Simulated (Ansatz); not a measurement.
# CH₅SSb: one species, many methods

How much do the methods differ for CH₅SSb? The plan is to run it at one geometry with functionals of several rungs and with coupled cluster, and see how far each lands from CCSD(T) at the basis-set limit for the atomisation energy.

Program: Ansatz 0.2.0, Gaussian basis. Level of theory: functionals in def2-TZVPP, the program's frozen cores in correlated methods. These are calculated values, not measurements.

Plan: LDA (SPW92), PBE-D4, revPBE-D4, BLYP-D4, r2SCAN-D4, B97M-V, PBE0-D4, B3LYP-D4, r2SCANh-D4, r2SCAN0-D4, HSE06-D4, BHLYP-D4, CAM-B3LYP-D4, LC-ωPBE, ωB97X-V, ωB97M-V, B2PLYP, PBE-QIDH; CCSD(T)/def2-SVP; CCSD(T)/def2-TZVPP; MP2/def2-QZVPP; extrapolation to the limit; RPA on PBE.

### 1 Structure used throughout

An earlier PBE0-D4 in a triple-zeta def2 set relaxation fixed the geometry. Sb takes the def2 core potential; no spin-orbit term is included.

SMILES `C[S][SbH2]`, 8 atoms, charge 0, spin multiplicity 1.

Atoms are counted from 1 here; the program's logs count them from 0.

Bond lengths: C1–S2 1.814 Å, C1–H4 1.090 Å, C1–H5 1.090 Å, C1–H6 1.091 Å, S2–Sb3 2.417 Å, Sb3–H7 1.711 Å, Sb3–H8 1.710 Å. Angles: S2–C1–H4 111.8°, S2–C1–H5 111.8°, S2–C1–H6 106.0°, H4–C1–H5 109.9°, H4–C1–H6 108.6°, H5–C1–H6 108.6°, C1–S2–Sb3 99.6°, S2–Sb3–H7 95.2°, S2–Sb3–H8 95.1°, H7–Sb3–H8 90.7°.

### 2 LDA

This LDA is Slater exchange with PW92 correlation.

Input file in.yaml:

```yaml
crystal:
  periodic: [false, false, false]
  atoms:
    - {symbol: C, position_ang: [-0.801957, 1.143824, -0.516623]}
    - {symbol: S, position_ang: [-0.287651, 0.242370, 0.971385]}
    - {symbol: Sb, position_ang: [1.102739, -1.454273, -0.043564]}
    - {symbol: H, position_ang: [-1.369802, 0.509737, -1.196967]}
    - {symbol: H, position_ang: [0.049052, 1.580454, -1.038633]}
    - {symbol: H, position_ang: [-1.449507, 1.950925, -0.171450]}
    - {symbol: H, position_ang: [2.391679, -1.283283, 1.067970]}
    - {symbol: H, position_ang: [0.457748, -2.746855, 0.872284]}
basis:
  gaussian: {orbitals: def2-TZVPP}
hamiltonian: {xc: lda}
output: {orbitals: {seedname: orbitals}}
```

The run is started by

```
ansatz run in.yaml --threads 2 --pin off --events-out ev --progress --plain --max-ram 4352MiB
```

The runs that follow: PBE-D4 (GGA); revPBE-D4 (GGA); BLYP-D4 (GGA); r2SCAN-D4 (meta-GGA); B97M-V (meta-GGA); B3LYP-D4 (hybrid); r2SCANh-D4 (hybrid); r2SCAN0-D4 (hybrid); HSE06-D4 (hybrid); BHLYP-D4 (hybrid); CAM-B3LYP-D4 (range-separated); LC-ωPBE (range-separated); ωB97X-V (range-separated); ωB97M-V (range-separated); B2PLYP (double hybrid); PBE-QIDH (double hybrid); CCSD(T) in def2-SVP; CCSD(T) in def2-TZVPP; MP2 in def2-QZVPP; RPA on PBE orbitals.

Before running them: what should the planned runs give, taken together? Wanted: atomisation energy, CCSD(T)/CBS; farthest beyond LDA; mean size of error, GGA; mean size of error, meta-GGA; mean size of error, hybrid; mean size of error, range-separated; mean size of error, double hybrid; gap, smallest and largest; T1 diagnostic.

The runs gave:

```
                               quantity                                                                                                   value
        atomisation energy, CCSD(T)/CBS                                                                                           2382.4 kJ/mol
 functionals within 23.8 kJ/mol (1.0 %)  revPBE-D4, BLYP-D4, r2SCAN-D4, PBE0-D4, B3LYP-D4, r2SCANh-D4, HSE06-D4, CAM-B3LYP-D4, ωB97X-V, ωB97M-V
                    farthest beyond LDA                                                                                 BHLYP-D4 (-60.4 kJ/mol)
                mean size of error, GGA                                                                                             18.5 kJ/mol
           mean size of error, meta-GGA                                                                                             19.5 kJ/mol
             mean size of error, hybrid                                                                                             25.1 kJ/mol
    mean size of error, range-separated                                                                                             19.7 kJ/mol
      mean size of error, double hybrid                                                                                             44.1 kJ/mol
              gap, smallest and largest                                                               3.58 eV (LDA (SPW92)), 10.38 eV (LC-ωPBE)
                          T1 diagnostic                                                                                                  0.0126
triples share of the correlation energy                                                                                                   3.6 %
```

**Reading.** The LDA atomisation energy is off by 351.4 kJ/mol (15 %): it overbinds. PBE-D4 misses by +32.5 kJ/mol. Double hybrids carry the basis error of their MP2 part in triple zeta, and no dispersion term here, so their miss is partly the set-up's. The rungs GGA, meta-GGA, range-separated miss on average by less than the doubt on the reference (23.8 kJ/mol), so they tie. The reference freezes the cores and leaves out spin-orbit coupling and excitations past (T), and its outer-core shells are covered unevenly, so misses under about 23.8 kJ/mol can't be ranked. All levels share the lack of spin-orbit coupling, which lowers the free heavy atoms and so the true binding. Hartree-Fock recovers 69 % of the binding; the rest is correlation. CCSD(T) in def2-SVP is off by -203.4 kJ/mol, so the small basis spoils what the method gains. The gap grows from 3.6 to 10.4 eV across the functionals, mostly with the share of exact exchange. Correlated methods include outer-core shells of Sb, which these sets cover unevenly.
